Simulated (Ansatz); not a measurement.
# CH₂BN₃: small, medium and large basis sets

An exercise on one series of results from a longer session: the logs are not shown, and one member is left open.

The runs use Ansatz 0.2.0, Gaussian basis; one geometry, several basis sets.

Plan: PBE0-D4/def2-SVP; ωB97M-V/def2-SVP; PBE0-D4/def2-QZVPP; ωB97M-V/def2-QZVPP; the functionals' def2-TZVPP values are taken from earlier runs.

**The relaxed structure**

All runs share one geometry, relaxed beforehand with PBE0-D4 in a triple-zeta def2 set.

SMILES `NB1N=C=N1`, 7 atoms, charge 0, spin multiplicity 1.

Atoms are counted from 1 here; the program's logs count them from 0.

Bond lengths: N1–B2 1.374 Å, N1–H6 1.005 Å, N1–H7 1.005 Å, B2–N3 1.449 Å, B2–N5 1.449 Å, N3–C4 1.388 Å, C4–N5 1.388 Å. Angles: B2–N1–H6 122.6°, B2–N1–H7 122.6°, H6–N1–H7 114.8°, N1–B2–N3 143.8°, N1–B2–N5 143.8°, N3–B2–N5 72.3°, B2–N3–C4 88.5°, N3–C4–N5 76.1°, B2–N5–C4 88.5°.

Set-up of the first run:

The input, in.yaml:

```yaml
crystal:
  periodic: [false, false, false]
  atoms:
    - {symbol: N, position_ang: [-0.727676, 0.975582, -0.050151]}
    - {symbol: B, position_ang: [0.133310, -0.073400, 0.163495]}
    - {symbol: N, position_ang: [0.211492, -1.447559, 0.617081]}
    - {symbol: C, position_ang: [1.006910, -1.728168, -0.484777]}
    - {symbol: N, position_ang: [1.500514, -0.518515, -0.016468]}
    - {symbol: H, position_ang: [-1.700067, 0.936513, 0.198898]}
    - {symbol: H, position_ang: [-0.424482, 1.855556, -0.428078]}
basis:
  gaussian: {orbitals: def2-SVP}
hamiltonian: {xc: pbe0, dispersion: d4}
output: {orbitals: {seedname: orbitals}}
```

Among the steps run: PBE0-D4 in def2-SVP; ωB97M-V in def2-SVP; PBE0-D4 in def2-QZVPP; ωB97M-V in def2-QZVPP.

One table of the session follows, with a row left open; its other results are not shown here.

It belongs to the step «Functionals by basis». 

```
functional       basis  HOMO (eV)
   PBE0-D4    def2-SVP      -7.29
   PBE0-D4  def2-TZVPP      -7.50
   PBE0-D4  def2-QZVPP      -7.54
   ωB97M-V    def2-SVP      -9.59
   ωB97M-V  def2-TZVPP      -9.85
   ωB97M-V  def2-QZVPP          ?
```

Q: Estimate the row for ωB97M-V, def2-QZVPP from the others.

**Answer.** HOMO (eV): -9.88. In the column «HOMO (eV)» it is the lowest.
